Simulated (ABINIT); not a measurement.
# HfMoC2 (P4/mmm) in ABINIT: reference runs, part 2 of 2

ABINIT 10.8.3 (patched build).

## (3) Single point, PBE

The input, run.py:

```python
import json, os
import numpy as np
from ase.units import GPa
from ase.calculators.abinit import Abinit, AbinitProfile
from ase import Atoms

atoms = Atoms(['Hf', 'Mo', 'C', 'C'],
              cell=[[3.191423, 0.0, 0.0], [0.0, 3.191423, 0.0], [0.0, 0.0, 4.485164]],
              scaled_positions=[[0.0, 0.0, 0.0], [0.5, 0.5, 0.5], [0.5, 0.5, 0.0], [0.0, 0.0, 0.5]],
              pbc=True)

profile = AbinitProfile(command='abinit', pp_paths=[os.path.abspath('pseudos')])
params = dict(
    pps='pawxml', xc='PBE',
    ecut=517.0163,
    pawecutdg=1034.0327,
    pawxcdev=0,
    kptopt=1,
    ngkpt=[8, 8, 6],
    nshiftk=1,
    shiftk=[0.0, 0.0, 0.0],
    ixc=11,
    nband=21,
    occopt=3,
    tsmear=0.05,
    nstep=100,
    tolvrs=1e-09,
    prtwf=0,
    prtden=0,
)

atoms.calc = Abinit(profile=profile, directory='run', **params)
energy = atoms.get_potential_energy()
forces = atoms.get_forces()
stress = atoms.get_stress()
print(f'energy {energy:.6f} eV')
print('forces (eV/A)')
print(np.round(forces, 5))
print('stress (GPa, Voigt, tension positive)', np.round(stress / GPa, 4))
json.dump(dict(energy=energy, forces=forces.tolist(), stress=stress.tolist(), cell=atoms.cell.tolist(), frac=atoms.get_scaled_positions(wrap=False).tolist()), open('results.json', 'w'))
```

Potentials or basis: JTH PAW PBE v2.0.

Launch:

```bash
$ python run.py
```

Standard output:

```text
energy -3549.117647 eV
forces (eV/A)
[[-0. -0. -0.]
 [-0. -0. -0.]
 [-0. -0. -0.]
 [-0. -0. -0.]]
stress (GPa, Voigt, tension positive) [-0.2674 -0.2674  4.0185  0.      0.      0.    ]
```

abinit.in:

```text
ecut 517.0163 eV
ixc 11
kptopt 1
natom 4
nband 21
ngkpt
8 8 6
nshiftk 1
nsppol 1
nstep 100
occopt 3
pawecutdg 1034.0327 eV
pawxcdev 0
prtden 0
prtwf 0
shiftk
0.0 0.0 0.0
tolvrs 1e-09
tsmear 0.05 eV
#Definition of the unit cell
acell
1.00000000000000 1.00000000000000 1.00000000000000 Angstrom
rprim
3.19142300000000 0.00000000000000 0.00000000000000
0.00000000000000 3.19142300000000 0.00000000000000
0.00000000000000 0.00000000000000 4.48516400000000
chkprim 0 # Allow non-primitive cells
#Definition of the atom types
ntypat 3
znucl 6 42 72
#Enumerate different atomic species
typat
 3 2 1 1
pseudos "./pseudos/C.GGA_PBE-JTH.xml,
./pseudos/Mo.GGA_PBE-JTH.xml,
./pseudos/Hf.GGA_PBE-JTH.xml"
#Definition of the atoms
xcart
0.00000000000000 0.00000000000000 0.00000000000000
3.01545771084843 3.01545771084843 4.23786579473163
3.01545771084843 3.01545771084843 0.00000000000000
0.00000000000000 0.00000000000000 4.23786579473163
chkexit 1 # abinit.exit file in the running directory terminates after the current SCF
```

abinit.abo:

```text
.Version 10.8.3 of ABINIT
 Symmetries : space group P4/m m m (#123); Bravais tP (primitive tetrag.)
================================================================================
 Values of the parameters that define the memory need of the present run
     intxc =       0    ionmov =       0      iscf =      17    lmnmax =      18
[... 312 lines left out ...]
                       1.5957115000E+00  1.5957115000E+00  0.0000000000E+00
                       0.0000000000E+00  0.0000000000E+00  2.2425820000E+00
             xred      0.0000000000E+00  0.0000000000E+00  0.0000000000E+00
                       5.0000000000E-01  5.0000000000E-01  5.0000000000E-01
                       5.0000000000E-01  5.0000000000E-01  0.0000000000E+00
                       0.0000000000E+00  0.0000000000E+00  5.0000000000E-01
 Calculation completed.
```

Wall time 64 s (1 thread of Arm Neoverse V2, shared host); peak memory 0.15 GiB.

Results:

| Quantity | Value |
| --- | --- |
| Free energy | -3549.1177 eV |
| Pressure | -1.2 GPa |
| Band gap on the k mesh | none (metal or under the smearing width) |
| Valence electrons inside the program's atomic spheres | Hf 9.75; Mo 11.18; C 2.44, 2.41 |

Levels at points of the mesh, in eV from the Fermi level:
```csv
k point,band 13,band 14,band 15,band 16,band 17,band 18,band 19,band 20,band 21
"(0.00, 0.00, 0.00)",-1.35,-1.35,-1.22,-1.22,-0.39,-0.37,0.07,0.09,0.10
"(0.50, 0.00, 0.00)",-4.87,-4.26,-3.78,-3.69,-0.41,0.96,2.20,3.14,3.31
"(0.50, 0.50, 0.00)",-3.85,-3.85,-1.27,-1.06,-1.06,-0.96,1.09,1.40,2.49
"(0.00, 0.00, 0.50)",-3.49,-2.20,-2.20,-1.73,-1.73,-1.39,-0.28,2.09,2.09
"(0.50, 0.00, 0.50)",-5.17,-5.14,-4.35,-4.25,1.02,1.07,1.76,4.56,5.36
"(0.50, 0.50, 0.50)",-4.31,-4.20,-4.20,-4.19,1.09,1.09,1.41,3.13,3.13
```

Caveat: the highest band is partly filled, so the run has too few bands. The run has no spin-orbit coupling, so splittings on Hf are missing.

## (4) Single point, PBE (atoms moved at random, drawn with an rms of 0.05 Å)

The input, run.abi:

```
# Pseudopotentials
pp_dirpath "./"
pseudos "Hf.GGA_PBE-JTH.xml, Mo.GGA_PBE-JTH.xml, C.GGA_PBE-JTH.xml"

# Structure
acell 3.191423 3.191423 4.485164 Angstrom
rprim
     1.0000000000     0.0000000000     0.0000000000
     0.0000000000     1.0000000000     0.0000000000
     0.0000000000     0.0000000000     1.0000000000
ntypat 3
znucl 72 42 6
natom 4
typat 1 2 3 3
xcart
    -0.0278419743     0.0038137505    -0.0421470861
     1.6183099663     1.5907296887     2.2671651839
     1.5645185316     1.5230970525     0.0454347113
     0.0361971197    -0.0202048990     2.2248162654 Angstrom
chkprim 0
chksymtnons 0
tolsym 1.0e-6

# Plane-wave basis
ecut 19.0
pawecutdg 38.0
pawxcdev 0

# k points
kptopt 1
ngkpt 8 8 6
nshiftk 1
shiftk 0.0 0.0 0.0

# Exchange and correlation
ixc 11

# Bands and occupations
nband 21
occopt 3
tsmear 0.00183747

# SCF cycle
nstep 100
tolvrs 1.0e-9

# Output
iomode 3
prtwf 0
prtden 0
prteig 0
prtebands 0
```

Potentials or basis: JTH PAW PBE v2.0.

Launch:

```bash
$ abinit run.abi > log 2>&1
```

run.abo:

```text
.Version 10.8.3 of ABINIT
 Symmetries : space group P1 (#  1); Bravais aP (primitive triclinic)
================================================================================
 Values of the parameters that define the memory need of the present run
     intxc =       0    ionmov =       0      iscf =      17    lmnmax =      18
     lnmax =       6     mgfft =      36  mpssoang =       3    mqgrid =    3001
     natom =       4  nloc_mem =       2    nspden =       1   nspinor =       1
    nsppol =       1      nsym =       1    n1xccc =       1    ntypat =       3
    occopt =       3   xclevel =       2
       mpw =        1240          nfft =       20736          nkpt =         196
 PAW method is used; the additional fine FFT grid is defined by:
   mgfftf=        48    nfftf =     62208
================================================================================
================================================================================

[... 286 lines left out ...]
================================================================================

 -outvars: echo values of variables after computation  --------
            acell      6.0309154219E+00  6.0309154219E+00  8.4757315898E+00 Bohr
           etotal     -1.3042421837E+02
            fcart      5.4779996732E-03 -1.6255073067E-02  1.8402786967E-02
                      -6.0079498232E-03 -2.9285202897E-03 -1.0876065397E-02
                       5.1709920877E-03  1.9774370961E-02 -1.0044110806E-02
                      -4.6410419377E-03 -5.9077760424E-04  2.5173892365E-03
           strten     -2.6115398118E-05 -2.4770012927E-05  1.0904319933E-04
                      -3.0428943920E-06 -5.0047912805E-06 -9.0054225317E-07
           xangst     -2.7841974300E-02  3.8137505000E-03 -4.2147086100E-02
                       1.6183099663E+00  1.5907296887E+00  2.2671651839E+00
                       1.5645185316E+00  1.5230970525E+00  4.5434711300E-02
                       3.6197119700E-02 -2.0204899000E-02  2.2248162654E+00
             xred     -8.7240000150E-03  1.1950000047E-03 -9.3969999982E-03
                       5.0708100001E-01  4.9843900000E-01  5.0548100000E-01
                       4.9022600000E-01  4.7724700001E-01  1.0129999996E-02
                       1.1342000011E-02 -6.3309999959E-03  4.9603900000E-01
 Calculation completed.
```

It took 3.3 min on 1 thread of Arm Neoverse V2, shared host; peak memory 0.25 GiB.

Results:

- Free energy: -3549.0238 eV
- Pressure: -0.6 GPa
- Largest force: 1.294 eV/Å
- Band gap on the k mesh: none (metal or under the smearing width)
- Valence electrons inside the program's atomic spheres: Hf 9.75; Mo 11.18; C 2.45, 2.41

Forces on the atoms (eV/Å):
```
Hf   0.282 -0.836  0.946
Mo  -0.309 -0.151 -0.559
C    0.266  1.017 -0.516
C   -0.239 -0.030  0.129
```

Spin-orbit coupling is left out, which matters for the levels of Hf.
